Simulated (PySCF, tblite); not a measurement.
# C7H13FOSi: geometry, infrared bands and NMR shifts

Wanted: the infrared bands and NMR shifts of C7H13FOSi (`C[C@@H]1C[C@]12COC[C@@H](F)[SiH2]2`), by calculation.

Computed with tblite 0.8.0 and PySCF 2.14.0, with density-fitted response routines of our own, on a single molecule in the gas phase. Atoms count from 0, in the outputs and in this text.

## Step 1: The molecule as given

23 atoms, charge 0, multiplicity 1; geometry from: force field or distance geometry start.

Bonds of the start (Å): C0–C1 1.50, C1–C2 1.52, C2–C3 1.52, C3–C4 1.52, C4–O5 1.44, O5–C6 1.43, C6–C7 1.53, C7–F8 1.36, C7–Si9 1.86, C3–C1 1.52, Si9–C3 1.93, C0–H10 1.09, C0–H11 1.10, C0–H12 1.10, C1–H13 1.08, C2–H14 1.07, C2–H15 1.09, C4–H16 1.09, C4–H17 1.09, C6–H18 1.09, C6–H19 1.11, C7–H20 1.09, Si9–H21 1.49, Si9–H22 1.50.

## Step 2: Geometry optimisation with GFN2-xTB

The job: settings as JSON, then the geometry in Å.

```
{"job": {"kind": "relax", "xc": "GFN2-xTB", "basis": "xTB"}, "charge": 0, "multiplicity": 1}
C      2.380500    -0.698300    -1.057700
C      1.603100     0.467500    -0.518300
C      1.778000     0.861200     0.942100
C      0.451200     0.293400     0.458900
C     -0.015600    -1.063300     0.958800
O     -0.999400    -1.613900     0.057500
C     -2.287500    -1.008300     0.196400
C     -2.347700     0.379100    -0.439400
F     -3.578000     0.912800    -0.211800
Si    -1.036100     1.501400     0.250500
H      3.289100    -0.344100    -1.535000
H      1.772500    -1.217700    -1.812300
H      2.651500    -1.415900    -0.275500
H      1.562600     1.261000    -1.246000
H      2.400100     0.263700     1.577000
H      1.846300     1.926100     1.171100
H      0.816300    -1.771000     0.991500
H     -0.417000    -1.014200     1.971900
H     -3.009500    -1.662400    -0.297600
H     -2.582500    -0.988200     1.262200
H     -2.222000     0.292400    -1.522400
H     -0.672300     2.621300    -0.669400
H     -1.388400     2.044400     1.599200
```

On the command line:

```
OMP_NUM_THREADS=1 python probes_run.py task.json out
```

The driver reads the jobs from task.json and runs them one after another.

**Question.** This job is followed by: GFN2-xTB harmonic vibrations, gas phase; GIAO PBE0/pcSseg-1 NMR shielding, non-relativistic, gas phase. Predict these results of the whole session: strongest single infrared mode (GFN2-xTB); zero-point energy (GFN2-xTB); ¹³C shifts against TMS (PBE0/pcSseg-1); ¹H shifts against TMS (PBE0/pcSseg-1, means over atoms taken as alike); ¹⁷O shifts against H2O (PBE0/pcSseg-1); ¹⁹F shifts against CFCl3 (PBE0/pcSseg-1); ²⁹Si shifts against TMS (PBE0/pcSseg-1); surface potential, 1st and 99th percentile.

The runs gave:

| quantity | value |
| --- | --- |
| strongest single infrared mode (GFN2-xTB) | 2253 cm⁻¹, 306 km/mol |
| zero-point energy (GFN2-xTB) | 115.3 kcal/mol |
| ¹³C shifts against TMS (PBE0/pcSseg-1) | 83.8, 75.7, 75.4, 21.6, 15.9, 15.6, 10.8 ppm |
| ¹H shifts against TMS (PBE0/pcSseg-1, means over atoms taken as alike) | 4.99, 4.72, 4.34, 3.91, 3.65, 3.60, 3.54, 1.23, 0.86, 0.48, -0.04 ppm |
| ¹⁷O shifts against H2O (PBE0/pcSseg-1) | 48.5 ppm |
| ¹⁹F shifts against CFCl3 (PBE0/pcSseg-1) | -262.5 ppm |
| ²⁹Si shifts against TMS (PBE0/pcSseg-1) | -35.0 ppm |
| surface potential, 1st and 99th percentile | -1.28 V and 0.97 V |

**Reading.** Relaxing lowered the energy by 0.224 eV in 36 steps; the close pair that moved most is C7–Si9, from 1.859 to 1.919 Å. No mode is imaginary among the 63: a minimum at this level. The strongest single mode, at 2253 cm⁻¹, moves mainly H22. GFN2-xTB is a fitted tight-binding method: band positions and strengths are rough. Its intensities can rank the bands wrongly. The most deshielded hydrogen is H20 (hydrogen on an sp3 CH bonded to F and Si), at 4.99 ppm: its carbon carries F, hence the downfield position. At PBE0/pcSseg-1: The widest tensor belongs to C7: span 114 ppm, with a paramagnetic part of -150 ppm.
